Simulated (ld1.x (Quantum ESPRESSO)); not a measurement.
# An RRKJ potential for F, from input to tests

Task: generate the file, and judge it by its errors in other configurations, its logarithmic derivatives, its ghosts and its cutoff.

The numbers are computed with ld1.x (Quantum ESPRESSO) 7.5 (PBE, scalar-relativistic, spin-unpolarised reference atom).

### 1 Starting point

The settings as typed:

```json
{
 "element": "fluorine (F, Z = 9)",
 "type": "norm-conserving RRKJ (Kleinman–Bylander form)",
 "frozen core": "[He]",
 "valence charge": "7",
 "reference configuration": "2s2 2p5",
 "partial waves": "2s (bound): rc 0.60 bohr; 2p (bound): rc 1.35 bohr",
 "local potential": "the p channel",
 "core correction": "a·sin(br)/r model core, default radius (core density twice the valence density)"
}
```

The nodes and maxima of the atom's own shells, from an earlier all-electron run, set the scale for the radii.

All-electron outer shells of the reference configuration (PBE, scalar-relativistic, ld1.x):

```tsv
shell	level (eV)	outermost node (bohr)	outermost maximum (bohr)
1s	-663.37	–	0.11
2s	-29.90	0.24	0.76
2p	-11.11	–	0.71
```

### 2 Generating the potential

F.in reads:

```
 &input
   title='F', zed=9., rel=1, dft='PBE', iswitch=3,
   config='[He] 2s2 2p5',
   nld=2, rlderiv=1.50, eminld=-4.0, emaxld=5.0, deld=0.02
 /
 &inputp
   pseudotype=2, tm=.false., rho0=0.001, lloc=1,
   nlcc=.true.,
   file_pseudopw='F.UPF', file_wfcaegen='ae.wfc', file_wfcncgen='nc.wfc', file_beta='beta', file_chi='chi'
 /
2
2S  1  0   2.00   0.00  0.60  0.60  0.0
2P  2  1   5.00   0.00  1.35  1.35  0.0
 &test
   configts(1)='2s2 2p5'
 /
```

Started as:

```
ld1.x < F.in > F.out
```

What the program wrote to F.out (without the banner and most projector matrices):

```text
     Program LD1 v.7.5
     --------------------------- All-electron run ----------------------------

     F
     scalar relativistic calculation

     atomic number is  9.00
     dft =PBE   lsd =0 sic =0 latt =0  beta=0.20 tr2=1.0E-14
     Exchange-correlation= PBE
                           (   1   4   3   4   0   0   0)
     mesh =1105 r(mesh) =  99.76081 a.u. xmin = -7.00 dx = 0.01250
     1 Ry =  13.60569312 eV, c = 137.03599908

     n l     nl                  e(Ry)          e(Ha)          e(eV)
     1 0     1S 1( 2.00)       -48.7570       -24.3785      -663.3734
     2 0     2S 1( 2.00)        -2.1976        -1.0988       -29.8996
     2 1     2P 1( 5.00)        -0.8167        -0.4083       -11.1117

     final scf error:  6.3E-15 reached in  26 iterations

     Etot =    -199.489330 Ry,     -99.744665 Ha,   -2714.190600 eV

     Ekin =     199.322998 Ry,      99.661499 Ha,    2711.927538 eV
     Encl =    -477.724055 Ry,    -238.862027 Ha,   -6499.766885 eV
     Eh   =      99.339620 Ry,      49.669810 Ha,    1351.584389 eV
     Exc  =     -20.427893 Ry,     -10.213946 Ha,    -277.935642 eV

     normalization and overlap integrals

     s(1S/1S) =  1.000000  <r> =   0.1763  <r2> =    0.0420  r(max) =   0.1139
     s(2S/2S) =  1.000000  <r> =   1.0034  <r2> =    1.2282  r(max) =   0.7617
     s(2P/2P) =  1.000000  <r> =   1.1050  <r2> =    1.6384  r(max) =   0.7066

     ------------------------ End of All-electron run ------------------------

     --------------------- Generating NC pseudopotential ---------------------

      Generating local pot.: lloc=1, matching radius rcloc =   1.3500

      Computing core charge for nlcc:

       r > 0.28 : true rho core
       r < 0.28 : rho core = a sin(br)/r    a=  19.28  b=   8.93

      Integrated core pseudo-charge :   0.93

      Wfc   2S  rcut= 0.593  Estimated cut-off energy=      118.71 Ry
      Using 4 Bessel functions for this wfc, rho(0) = 0.001
      This function has    0 nodes for 0 < r <    0.593

     ------------------- End of pseudopotential generation -------------------

     [... the all-electron block is printed once more ...]


     Computing logarithmic derivative in   1.50538
     Computing logarithmic derivative in   1.50538
     Computing the partial wave expansion
     R is outside the sphere for l=    0 j= 0.00
       no projector for channel:   1

     ---------------------- Testing the pseudopotential ----------------------

     F
     scalar relativistic calculation

     atomic number is  9.00   valence charge is  7.00
     dft =PBE   lsd =0 sic =0 latt =0  beta=0.20 tr2=1.0E-14
     mesh =1105 r(mesh) =  99.76081 xmin = -7.00 dx = 0.01250

     n l     nl             e AE (Ry)        e PS (Ry)    De AE-PS (Ry)
     1 0     2S   1( 2.00)       -2.19758       -2.19758        0.00000
     2 1     2P   1( 5.00)       -0.81670       -0.81670        0.00001

     eps = 9.8E-15  iter = 13

     Etot =    -199.489330 Ry,     -99.744665 Ha,   -2714.190600 eV
     Etotps =   -50.510862 Ry,     -25.255431 Ha,    -687.235294 eV

     Ekin =      33.409767 Ry,      16.704883 Ha,     454.563034 eV
     Encl =    -118.391620 Ry,     -59.195810 Ha,   -1610.800057 eV
     Ehrt =      41.874896 Ry,      20.937448 Ha,     569.736987 eV
     Ecxc =     -11.921996 Ry,      -5.960998 Ha,    -162.207013 eV
     (Ecc =      -2.688254 Ry,      -1.344127 Ha,     -36.575557 eV)
     Epseu=       4.518091 Ry,       2.259045 Ha,      61.471755 eV

     ---------------------- End of pseudopotential test ----------------------
```

It took 0.6 s on 1 thread of Neoverse-V2, shared host. (Generation and the later configuration tests together.)

Partial waves on a coarse radial grid (AE all-electron, PS pseudo):

| r (bohr) | 2s AE | 2s PS |
| --- | --- | --- |
| 0.068 | -0.4328 | 0.0152 |
| 0.135 | -0.3911 | 0.0778 |
| 0.202 | -0.1673 | 0.1980 |
| 0.270 | 0.1083 | 0.3518 |
| 0.338 | 0.3687 | 0.5052 |
| 0.405 | 0.5848 | 0.6432 |
| 0.473 | 0.7560 | 0.7705 |
| 0.540 | 0.8780 | 0.8791 |
| 0.608 | 0.9600 | 0.9600 |
| 0.675 | 1.0061 | 1.0061 |
| 0.742 | 1.0246 | 1.0246 |
| 0.810 | 1.0214 | 1.0214 |
| 0.878 | 1.0016 | 1.0016 |
| 0.945 | 0.9703 | 0.9703 |
| 1.013 | 0.9302 | 0.9302 |
| 1.080 | 0.8852 | 0.8852 |
| 1.148 | 0.8363 | 0.8363 |
| 1.215 | 0.7866 | 0.7866 |
| 1.283 | 0.7359 | 0.7359 |
| 1.350 | 0.6865 | 0.6865 |
| 1.418 | 0.6378 | 0.6378 |
| 1.485 | 0.5916 | 0.5916 |
| 1.553 | 0.5468 | 0.5468 |
| 1.620 | 0.5051 | 0.5051 |
| 1.688 | 0.4651 | 0.4651 |
| 1.755 | 0.4282 | 0.4282 |

### 3 Configuration tests

F.test.in reads:

```
 &input
   title='F', zed=9., rel=1, dft='PBE', iswitch=2,
   config='[He] 2s2 2p5'
 /
 &test
   file_pseudo='F.UPF', nconf=8,
   configts(1)='2s2 2p5',
   configts(2)='2s2 2p4',
   configts(3)='2s2 2p3',
   configts(4)='2s2 2p2',
   configts(5)='2s2 2p4.5',
   configts(6)='2s2 2p5.3',
   configts(7)='2s1 2p5',
   configts(8)='2s2 2p1'
 /
```

Started as:

```
ld1.x < F.test.in > F.test.out
```

F.test.out, the pseudopotential blocks:

```text
     ---------------------- Testing the pseudopotential ----------------------

     F
     scalar relativistic calculation

     atomic number is  9.00   valence charge is  7.00
     dft =PBE   lsd =0 sic =0 latt =0  beta=0.20 tr2=1.0E-14
     mesh =1105 r(mesh) =  99.76081 xmin = -7.00 dx = 0.01250

     n l     nl             e AE (Ry)        e PS (Ry)    De AE-PS (Ry)
     1 0     2S   1( 2.00)       -2.19758       -2.19758        0.00000
     2 1     2P   1( 5.00)       -0.81670       -0.81670        0.00001

     eps = 3.4E-15  iter = 14

     Etot =    -199.489330 Ry,     -99.744665 Ha,   -2714.190600 eV
     Etotps =   -50.510863 Ry,     -25.255432 Ha,    -687.235305 eV

     Ekin =      33.409766 Ry,      16.704883 Ha,     454.563022 eV
     Encl =    -118.391620 Ry,     -59.195810 Ha,   -1610.800054 eV
     Ehrt =      41.874896 Ry,      20.937448 Ha,     569.736987 eV
     Ecxc =     -11.921996 Ry,      -5.960998 Ha,    -162.207013 eV
     (Ecc =      -2.688254 Ry,      -1.344127 Ha,     -36.575557 eV)
     Epseu=       4.518091 Ry,       2.259045 Ha,      61.471754 eV

     ---------------------- End of pseudopotential test ----------------------

     ---------------------- Testing the pseudopotential ----------------------

     F
     [...]
     n l     nl             e AE (Ry)        e PS (Ry)    De AE-PS (Ry)
     1 0     2S   1( 2.00)       -3.48292       -3.48951        0.00659  !
     2 1     2P   1( 4.00)       -2.08065       -2.08141        0.00075

     eps = 6.7E-16  iter = 12

     Etot =    -198.064175 Ry,     -99.032088 Ha,   -2694.800384 eV
     Etotps =   -49.084800 Ry,     -24.542400 Ha,    -667.832720 eV
     dEtot_ae =       1.425155 Ry
     dEtot_ps =       1.426064 Ry,   Delta E=      -0.000909 Ry

     [...]
     ---------------------- End of pseudopotential test ----------------------

     ---------------------- Testing the pseudopotential ----------------------

     F
     [...]
     n l     nl             e AE (Ry)        e PS (Ry)    De AE-PS (Ry)
     1 0     2S   1( 2.00)       -4.99731       -5.00655        0.00923  !
     2 1     2P   1( 3.00)       -3.60167       -3.59082       -0.01085  !

     eps = 2.4E-17  iter = 12

     Etot =    -195.242940 Ry,     -97.621470 Ha,   -2656.415526 eV
     Etotps =   -46.266803 Ry,     -23.133401 Ha,    -629.491921 eV
     dEtot_ae =       4.246390 Ry
     dEtot_ps =       4.244060 Ry,   Delta E=       0.002329 Ry

     [...]
     ---------------------- End of pseudopotential test ----------------------

     ---------------------- Testing the pseudopotential ----------------------

     F
     [...]
     n l     nl             e AE (Ry)        e PS (Ry)    De AE-PS (Ry)
     1 0     2S   1( 2.00)       -6.70364       -6.70045       -0.00319
     2 1     2P   1( 2.00)       -5.34782       -5.29650       -0.05132  !

     eps = 1.6E-15  iter = 10

     Etot =    -190.786158 Ry,     -95.393079 Ha,   -2595.777923 eV
     Etotps =   -41.837778 Ry,     -20.918889 Ha,    -569.231967 eV
     dEtot_ae =       8.703171 Ry
     dEtot_ps =       8.673085 Ry,   Delta E=       0.030086 Ry

     [...]
     ---------------------- End of pseudopotential test ----------------------

     ---------------------- Testing the pseudopotential ----------------------

     F
     [...]
     n l     nl             e AE (Ry)        e PS (Ry)    De AE-PS (Ry)
     1 0     2S   1( 2.00)       -2.80814       -2.81132        0.00318
     2 1     2P   1( 4.50)       -1.41356       -1.41459        0.00103

     eps = 2.6E-15  iter = 12

     Etot =    -198.934914 Ry,     -99.467457 Ha,   -2706.647396 eV
     Etotps =   -49.956125 Ry,     -24.978062 Ha,    -679.687700 eV
     dEtot_ae =       0.554415 Ry
     dEtot_ps =       0.554739 Ry,   Delta E=      -0.000323 Ry

     [...]
     ---------------------- End of pseudopotential test ----------------------

     ---------------------- Testing the pseudopotential ----------------------

     F
     [...]
     n l     nl             e AE (Ry)        e PS (Ry)    De AE-PS (Ry)
     1 0     2S   1( 2.00)       -1.86725       -1.86585       -0.00140
     2 1     2P   1( 5.30)       -0.49676       -0.49612       -0.00065

     eps = 1.6E-15  iter = 16

     Etot =    -199.685554 Ry,     -99.842777 Ha,   -2716.860368 eV
     Etotps =   -50.707007 Ry,     -25.353503 Ha,    -689.903976 eV
     dEtot_ae =      -0.196224 Ry
     dEtot_ps =      -0.196144 Ry,   Delta E=      -0.000081 Ry

     [...]
     ---------------------- End of pseudopotential test ----------------------

     ---------------------- Testing the pseudopotential ----------------------

     F
     [...]
     n l     nl             e AE (Ry)        e PS (Ry)    De AE-PS (Ry)
     1 0     2S   1( 1.00)       -3.49542       -3.50728        0.01186  !
     2 1     2P   1( 5.00)       -2.08974       -2.09891        0.00917  !

     eps = 6.1E-16  iter = 12

     Etot =    -196.660171 Ry,     -98.330085 Ha,   -2675.697932 eV
     Etotps =   -47.676559 Ry,     -23.838280 Ha,    -648.672634 eV
     dEtot_ae =       2.829159 Ry
     dEtot_ps =       2.834304 Ry,   Delta E=      -0.005145 Ry

     [...]
     ---------------------- End of pseudopotential test ----------------------

     ---------------------- Testing the pseudopotential ----------------------

     F
     [...]
     n l     nl             e AE (Ry)        e PS (Ry)    De AE-PS (Ry)
     1 0     2S   1( 2.00)       -8.57765       -8.53458       -0.04307  !
     2 1     2P   1( 1.00)       -7.29740       -7.15856       -0.13884  !

     eps = 3.6E-15  iter = 10

     Etot =    -184.479831 Ry,     -92.239915 Ha,   -2509.975963 eV
     Etotps =   -35.621620 Ry,     -17.810810 Ha,    -484.656831 eV
     dEtot_ae =      15.009499 Ry
     dEtot_ps =      14.889243 Ry,   Delta E=       0.120256 Ry

     [...]
     ---------------------- End of pseudopotential test ----------------------
```

The tests as a table, with energies relative to 2s2 2p5.

| valence configuration | charge | ΔE all-electron (eV) | error AE − PS (meV) |
| --- | --- | --- | --- |
| 2s2 2p4 | +1 | 19.390 | -12 |
| 2s2 2p3 | +2 | 57.775 | +32 |
| 2s2 2p2 | +3 | 118.413 | +409 |
| 2s2 2p4.5 | +0.5 | 7.543 | -4.4 |
| 2s2 2p5.3 | -0.3 | -2.670 | -1.1 |
| 2s1 2p5 | +1 | 38.493 | -70 |
| 2s2 2p1 | +4 | 204.215 | +1636 |

### 4 Scattering by logarithmic derivatives

Taken from the files of the generation run. The phase is arctan(r·u′/u) with u = r·R, unwrapped, with energies in Ry. A pole is an energy at which the radial function vanishes at the test radius. The pseudo phase is shifted by a multiple of π to meet the all-electron one at the reference energy. Levels narrower than the energy grid can be missing from the poles. The last column is the largest difference on the grid between −1 and +1 Ry.

| channel | radius (bohr) | reference (Ry) | poles AE | poles PS | window around the reference with phases within 0.05 rad (Ry) | largest difference near zero (rad) |
| --- | --- | --- | --- | --- | --- | --- |
| s | 1.50 | -2.20 | -0.86 | -0.84 | below 3.9 | 0.009 |
| p | 1.50 | -0.82 | 0.46 | 0.51 | below 3.2 | 0.011 |

Phases (rad) along the scan:

| E (Ry) | p AE | p PS | s AE | s PS |
| --- | --- | --- | --- | --- |
| -4.00 | 1.191 | 1.196 | 0.978 | 0.983 |
| -3.52 | 1.151 | 1.157 | 0.781 | 0.788 |
| -3.04 | 1.095 | 1.101 | 0.324 | 0.332 |
| -2.56 | 1.006 | 1.014 | -0.553 | -0.550 |
| -2.08 | 0.847 | 0.856 | -1.146 | -1.146 |
| -1.60 | 0.494 | 0.505 | -1.397 | -1.396 |
| -1.12 | -0.316 | -0.313 | -1.525 | -1.522 |
| -0.64 | -1.068 | -1.067 | -1.603 | -1.599 |
| -0.16 | -1.387 | -1.382 | -1.660 | -1.654 |
| 0.32 | -1.539 | -1.532 | -1.705 | -1.697 |
| 0.80 | -1.632 | -1.621 | -1.744 | -1.734 |
| 1.28 | -1.699 | -1.683 | -1.780 | -1.769 |
| 1.76 | -1.754 | -1.734 | -1.817 | -1.802 |
| 2.24 | -1.805 | -1.778 | -1.856 | -1.837 |
| 2.72 | -1.857 | -1.821 | -1.899 | -1.875 |
| 3.20 | -1.914 | -1.866 | -1.950 | -1.918 |
| 3.68 | -1.981 | -1.915 | -2.011 | -1.968 |
| 4.16 | -2.066 | -1.971 | -2.089 | -2.030 |
| 4.64 | -2.180 | -2.040 | -2.192 | -2.109 |

### 5 Plane-wave convergence, by spherical Bessel functions

A separate test, outside the generator: the pseudo-atom's Hamiltonian at the reference potential is diagonalised in spherical Bessel functions j_l(qr) that vanish at 20 bohr, with q² up to the cutoff.

All-electron valence levels (Ry): 2s -2.1976, 2p -0.8167. The lowest levels of each channel (Ry) by cutoff; the last column sums, over occupied levels, occupation times the distance from the level at 400 Ry. A positive value at high cutoff is not a bound level.

| cutoff (Ry) | s #1 | p #1 | d #1 | f #1 | Σ f·Δε (mRy) |
| --- | --- | --- | --- | --- | --- |
| 8 | -1.7839 | -0.0115 | 0.0447 | 0.0887 | 4851.4 |
| 18 | -1.8430 | -0.1749 | 0.0447 | 0.0887 | 3916.5 |
| 35 | -1.9108 | -0.6098 | 0.0447 | 0.0887 | 1606.4 |
| 55 | -2.0248 | -0.7876 | 0.0447 | 0.0887 | 489.5 |
| 90 | -2.1190 | -0.8163 | 0.0447 | 0.0887 | 157.5 |
| 140 | -2.1566 | -0.8166 | 0.0447 | 0.0887 | 80.6 |
| 230 | -2.1789 | -0.8167 | 0.0447 | 0.0887 | 35.7 |
| 400 | -2.1967 | -0.8167 | 0.0447 | 0.0887 | 0.0 |

The sum stays within 10 mRy only somewhere over 300 Ry and within 1 mRy only somewhere over 300 Ry. The sum leaves out empty levels, which can need more. Ghost test: no level below the all-electron spectrum of its channel (s, p, d, f tested).

### 6 Summary of results

| quantity | value |
| --- | --- |
| cutoffs for 10 and 1 mRy, occupied levels | over 300 Ry and over 300 Ry |
| bound ghosts | none found |
| largest test error (AE − PS) | +1636 meV, for 2s2 2p1 |
| largest phase difference near zero energy, channels read | 0.011 rad |

In words: The worst unpolarised test, 2s2 2p1, is off by 1636 meV on 204.2 eV; by total energies transferability rates as poor. That test lies far up in energy; among those under 40 eV, nearer to bonding, the largest error is 70 meV. The potential is very hard: the looser tolerance needs over 300 Ry. The slowest occupied level is 2s: taken alone it needs over 300 Ry to come within 1 mRy, against 80 Ry for 2p. It is free of bound ghosts as far as tested. Near zero energy the phases of the channels with partial waves agree within 0.011 rad. These are tests on the free atom; a crystal test is still owed.
